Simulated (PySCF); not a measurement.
**BHBr (SMILES [BH]Br): UBLYP/6-31G(d) (spherical functions)**

What is the vertical doublet–quartet gap of BHBr at UBLYP/6-31G* (spherical functions)? 

The results are computed with PySCF 2.14.0.

## Step 1: The system as given

BHBr: 3 atoms, total charge 0, spin state doublet. SMILES: `[BH]Br`. The shape is that of a PBE0-D4/def2-TZVP optimisation.

Bond lengths: B1–Br2 1.868 Å, B1–H3 1.193 Å. Angles: Br2–B1–H3 123.6°.

## Step 2: A single-point energy at UBLYP/6-31G(d) (spherical functions)

Contents of job.py:

```python
from pyscf import gto, dft

system = gto.M(
    atom='''
B     -0.094500    -0.523000    -0.115700
Br     1.181000     0.563200     0.709800
H     -1.097400    -0.105000    -0.607300
''',
    verbose=3,
    max_memory=1860,
    basis='6-31g*',
    spin=1,
)

mf = dft.UKS(system)
mf.xc = 'blyp'
mf.conv_tol = 1e-10
mf.grids.level = 4
mf.kernel()
if not mf.converged:
    mf = mf.newton().run(mf.mo_coeff, mf.mo_occ)

energy = mf.e_tot
print('E = %.10f Eh' % energy)
```

On the command line:

```bash
$ OMP_NUM_THREADS=1 python job.py
```

Output:

```text
WARN: HOMO -0.158311851082184 >= LUMO -0.158311851082183

converged SCF energy = -2599.24324778683  <S^2> = 0.75167026  2S+1 = 2.0016696
E = -2599.2432477868 Eh
```

It took 5.1 s on 1 thread of Arm Neoverse V1, shared host; peak memory 0.26 GiB.

## Step 3: The quartet at the same level

Contents of input.py:

```python
from pyscf import gto, dft

system = gto.M(
    atom='''
B   -0.094500  -0.523000  -0.115700
Br   1.181000   0.563200   0.709800
H   -1.097400  -0.105000  -0.607300
''',
    spin=3,
    basis='6-31g*',
    max_memory=1860,
    verbose=3,
)

mf = dft.UKS(system, xc='blyp')
mf.grids.level = 4
mf.conv_tol = 1e-10
mf.kernel()
if not mf.converged:
    mf = mf.newton().run(mf.mo_coeff, mf.mo_occ)

e_final = mf.e_tot
print('Final energy', e_final)
```

On the command line:

```bash
$ OMP_NUM_THREADS=1 python input.py
```

Output:

```text
WARN: HOMO -0.111905846193959 >= LUMO -0.312225799515878

WARN: HOMO -0.0167229820467947 >= LUMO -0.218876640910219

WARN: HOMO -0.0876232168370095 >= LUMO -0.288395048183535

WARN: HOMO -0.0979433722146101 >= LUMO -0.301950383389842

WARN: HOMO -0.0962044110272124 >= LUMO -0.300375762342992

WARN: HOMO -0.0947288343368493 >= LUMO -0.299503008037429

WARN: HOMO -0.094750365803205 >= LUMO -0.299354890924491

WARN: HOMO -0.0947655433713734 >= LUMO -0.299514780087457

WARN: HOMO -0.0946982681429756 >= LUMO -0.299533524999668

WARN: HOMO -0.0947138970933619 >= LUMO -0.299557288961481

WARN: HOMO -0.0947064967507183 >= LUMO -0.299555030150618

WARN: HOMO -0.0947063742017829 >= LUMO -0.299556644087358

WARN: HOMO -0.0947062246698849 >= LUMO -0.29955675170278

converged SCF energy = -2599.05154092185  <S^2> = 3.7520066  2S+1 = 4.0010032
Final energy -2599.0515409218488
```

Wall time 5.7 s (1 thread of Arm Neoverse V1, shared host); peak memory 0.26 GiB.

## Step 4: What came out

At UBLYP/6-31G* (spherical functions):

```
                                        quantity           value
                           doublet: total energy  -2599.24325 Eh
                          doublet: dipole moment          0.44 D
     doublet: HOMO energy (highest over α and β)        -4.45 eV
      doublet: LUMO energy (lowest over α and β)        -2.70 eV
                                   doublet: ⟨S²⟩           0.752
                           quartet: total energy  -2599.05154 Eh
                          quartet: dipole moment          2.26 D
     quartet: HOMO energy (highest over α and β)        -2.58 eV
                                   quartet: ⟨S²⟩           3.752
vertical energy of the quartet above the doublet        5.217 eV
```

In words: At this shape the quartet lies 5.22 eV (503 kJ/mol) above the doublet.
